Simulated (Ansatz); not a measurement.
# CH3ClFInO: the cost of one run

Method: RKS PBE0-D4/def2-TZVP; program: Ansatz 0.2.0, Gaussian basis.

The runs, in order: relaxation at PBE0-D4/def2-TZVP; harmonic vibrations at the same level; a single point in def2-TZVPP for the fields.

## Step 1: Where the work starts

SMILES `C[O][In]([F])[Cl]`, 8 atoms, charge 0, spin multiplicity 1.

Atoms are counted from 1 here; the program's logs count them from 0.

Bond lengths: C1–O2 1.404 Å, C1–H6 1.095 Å, C1–H7 1.095 Å, C1–H8 1.096 Å, O2–In3 2.012 Å, In3–F4 1.997 Å, In3–Cl5 2.296 Å. Angles: O2–C1–H6 105.8°, O2–C1–H7 111.4°, O2–C1–H8 112.7°, H6–C1–H7 109.5°, H6–C1–H8 108.2°, H7–C1–H8 109.1°, C1–O2–In3 119.6°, O2–In3–F4 106.3°, O2–In3–Cl5 130.0°, F4–In3–Cl5 123.6°.

Coordinates:

```
C    -0.5339   -0.3964    1.1903
O     0.1570    0.6902    0.6308
In    0.6516    0.6540   -1.3192
F     0.2416   -1.1896   -1.9667
Cl    1.6085    2.2774   -2.6305
H    -0.3171   -0.3679    2.2632
H    -1.6139   -0.3055    1.0338
H    -0.1939   -1.3622    0.7982
```

The start is a GFN2-xTB geometry. In takes the def2 core potential; no spin-orbit term is included.

## Step 2: Optimising with PBE0-D4/def2-TZVP

File in.yaml:

```yaml
crystal:
  periodic: [false, false, false]
  atoms:
    - {symbol: C, position_ang: [-0.533860, -0.396360, 1.190340]}
    - {symbol: O, position_ang: [0.157040, 0.690220, 0.630770]}
    - {symbol: In, position_ang: [0.651620, 0.654010, -1.319210]}
    - {symbol: F, position_ang: [0.241630, -1.189640, -1.966650]}
    - {symbol: Cl, position_ang: [1.608480, 2.277440, -2.630480]}
    - {symbol: H, position_ang: [-0.317100, -0.367920, 2.263210]}
    - {symbol: H, position_ang: [-1.613850, -0.305510, 1.033800]}
    - {symbol: H, position_ang: [-0.193940, -1.362250, 0.798220]}
basis:
  gaussian: {orbitals: def2-TZVP}
hamiltonian: {xc: pbe0, dispersion: d4}
relax: {f_tol: 0.005, max_steps: 150}
```

Started as:

```sh
ansatz run in.yaml --threads 4 --pin off --events-out ev --progress --plain --max-ram 10444MiB
```

What time and memory should one allow on 4 threads of Arm Neoverse V1, shared host?

About 27 s, with a peak of 0.54 GiB.
